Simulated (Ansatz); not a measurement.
**CH6FNSn (SMILES [CH3][SnH]([NH2])[F]) at wB97M-V/def2-SVP (core potential)**

What is the vertical ionisation energy of CH6FNSn at wB97M-V/def2-SVP (core potential)? 

Program for the calculation: Ansatz 0.2.0.

112 further runs of the same task are left out: 112 set aside as unsound or not needed.

### Step 1. The structure to begin with

The species is CH6FNSn (10 atoms), meant as a singlet with charge 0. As SMILES, `[CH3][SnH]([NH2])[F]`. The shape is that of a PBE0-D4/def2-TZVP optimisation. This is one conformer, not always the lowest.

Bond lengths: C1–Sn2 2.121 Å, Sn2–N3 2.000 Å, Sn2–F4 1.931 Å, C1–H5 1.090 Å, C1–H6 1.090 Å, C1–H7 1.089 Å, Sn2–H8 1.704 Å, N3–H9 1.008 Å, N3–H10 1.008 Å. Some angles: C1–Sn2–N3 111.9°, C1–Sn2–F4 103.5°, N3–Sn2–F4 105.0°, C1–Sn2–H8 120.3°, N3–Sn2–H8 111.0°, F4–Sn2–H8 103.2°, Sn2–C1–H5 108.9°, Sn2–C1–H6 110.7°, Sn2–C1–H7 109.4°, Sn2–N3–H9 117.9°.

### Step 2. The energy at wB97M-V/def2-SVP (core potential)

run.yaml reads:

```yaml
crystal:
  periodic: [false, false, false]
  atoms:
    - {symbol: C, position_ang: [-1.023300, 1.186900, 0.305600]}
    - {symbol: Sn, position_ang: [-0.012600, -0.424100, -0.632800]}
    - {symbol: "N", position_ang: [1.522200, -1.085200, 0.465800]}
    - {symbol: F, position_ang: [-1.308600, -1.855400, -0.593400]}
    - {symbol: H, position_ang: [-1.191500, 0.935400, 1.352900]}
    - {symbol: H, position_ang: [-0.432400, 2.100700, 0.242800]}
    - {symbol: H, position_ang: [-1.985300, 1.342500, -0.181300]}
    - {symbol: H, position_ang: [0.413300, -0.329300, -2.280300]}
    - {symbol: H, position_ang: [1.719700, -0.610700, 1.333200]}
    - {symbol: H, position_ang: [2.381600, -1.312000, -0.009700]}
basis:
  gaussian:
    orbitals: def2-SVP
hamiltonian:
  xc: {name: wB97M-V}
accuracy: high
output: {orbitals: {seedname: orbitals}}
```

The run is started by

```console
$ ansatz run run.yaml --threads 1 --pin off --max-ram 3480MiB --events-out events.jsonl --progress --plain --runs-dir runs
```

The log of the run:

```text
Warning: RAYON_NUM_THREADS=1 ignored (pool sized by the plan → 1); use --threads N
Functional definition: wB97M-V
  name "wB97M-V"
  parameter omega = 0.3/bohr
  parameter cx = 0.15
  parameter cx01 = 1.007
  parameter cx10 = 0.259
  parameter css00 = 0.443
  parameter css04 = -1.437
  parameter css10 = -4.535
  parameter css20 = -3.390
  parameter css43 = 4.278
  parameter cos00 = 1.000
  parameter cos10 = 1.358
  parameter cos20 = 2.924
  parameter cos21 = -8.812
  parameter cos60 = -1.390
  parameter cos61 = 9.142
  parameter b = 6.0
  parameter c = 0.01
  gx(w, u) = 1 - cx + cx01*u + cx10*w
  gss(w, u) = css00 + css04*u^4 + css10*w + css20*w^2 + css43*w^4*u^3
  gos(w, u) = cos00 + cos10*w + (cos20 + cos21*u)*w^2 + (cos60 + cos61*u)*w^6
  exchange = spin_sum(e_x_unif_sr(omega)*gx(b97_w, b97_u_x)) + cx*exact_x_sr(omega) + exact_x_lr(omega)
  correlation = spin_sum(e_c_pw_mod_same_spin*gss(b97_w, b97_u_same))
      + integral(e_c_pw_mod_opposite_spin*gos(b97_w_opposite, b97_u_opposite)) + vv10(b, c)
2383 factors; integrals over basis functions are off by at most 8.1e-9 eV
417 factors; integrals over basis functions are off by at most 2.1e-9 eV
mean field evaluation 1: about -11158.6632 eV, gradient 5.9e1 eV
mean field evaluation 2: about -11158.7312 eV, gradient 6.2e1 eV
mean field evaluation 4: about -11165.8527 eV, gradient 2.0e0 eV
mean field evaluation 8: about -11165.9642 eV, gradient 1.5e-1 eV
mean field evaluation 16: about -11165.9643 eV, gradient 5.7e-5 eV
mean field -11165.96430285 eV, -410.3416195674 hartree, gradient 5.6e-8 eV, S^2 0.000000; 0 other end points of the search recorded, 0 dependent functions left out
reference -11165.96430818 eV, -410.3416197630 hartree; 25, 25 occupied and 73, 73 virtual orbitals, 2383 factors
Total energy: -11165.96430818 eV, -410.3416197630 hartree
```

It took 98 s on 1 thread of Arm Neoverse V2, shared host; peak memory 0.71 GiB.

### Step 3. The doublet cation, same level

run.yaml: that of step 2 with these lines changed.

```diff
@@ -14,7 +14,7 @@
 basis:
-  gaussian:
-    orbitals: def2-SVP
-hamiltonian:
-  xc: {name: wB97M-V}
+  gaussian: {orbitals: def2-SVP}
+magnetization: {spin_polarized: true, initial_magnetization: 1}
+hamiltonian: {xc: {name: wB97M-V}}
+total_charge: 1
+output: {orbitals: {seedname: orbitals}}
 accuracy: high
-output: {orbitals: {seedname: orbitals}}
```

The run is started by

```console
$ ansatz run run.yaml --threads 1 --pin off --max-ram 3480MiB --events-out events.jsonl --progress --plain --runs-dir runs
```

The log of the run, cut to the lines that bear on the results:

```text
Warning: RAYON_NUM_THREADS=1 ignored (pool sized by the plan → 1); use --threads N
[... 2 set-up lines as earlier in the session ...]
[...]
  gx(w, u) = 1 - cx + cx01*u + cx10*w
  gss(w, u) = css00 + css04*u^4 + css10*w + css20*w^2 + css43*w^4*u^3
  gos(w, u) = cos00 + cos10*w + (cos20 + cos21*u)*w^2 + (cos60 + cos61*u)*w^6
[...]
      + integral(e_c_pw_mod_opposite_spin*gos(b97_w_opposite, b97_u_opposite)) + vv10(b, c)
2384 factors; integrals over basis functions are off by at most 8.1e-9 eV
415 factors; integrals over basis functions are off by at most 2.7e-9 eV
[...]
mean field -11156.31665648 eV, -409.9870751027 hartree, gradient 2.8e-8 eV, S^2 0.754363; 2 other end points of the search recorded, 0 dependent functions left out
reference -11156.31666160 eV, -409.9870752909 hartree; 25, 24 occupied and 73, 74 virtual orbitals, 2384 factors
Total energy: -11156.31666160 eV, -409.9870752909 hartree
```

Wall time 2.2 min (1 thread of Arm Neoverse V2, shared host); peak memory 1.3 GiB.

### Step 4. Outcome

At wB97M-V/def2-SVP (core potential):

```
                                          quantity          value
                     singlet CH6FNSn: total energy  -410.34162 Eh
                      singlet CH6FNSn: HOMO energy       -9.56 eV
                      singlet CH6FNSn: LUMO energy        2.22 eV
                    singlet CH6FNSn: HOMO–LUMO gap       11.78 eV
                      doublet cation: total energy  -409.98708 Eh
doublet cation: HOMO energy (highest over α and β)      -15.87 eV
 doublet cation: LUMO energy (lowest over α and β)       -9.66 eV
                              doublet cation: ⟨S²⟩          0.754
vertical ionisation energy (to the doublet cation)       9.648 eV
```

**Reading.** The vertical ionisation energy comes to 9.65 eV (222 kcal/mol). −ε(HOMO) before ionisation, 9.56 eV, is 0.08 eV below this ionisation energy.
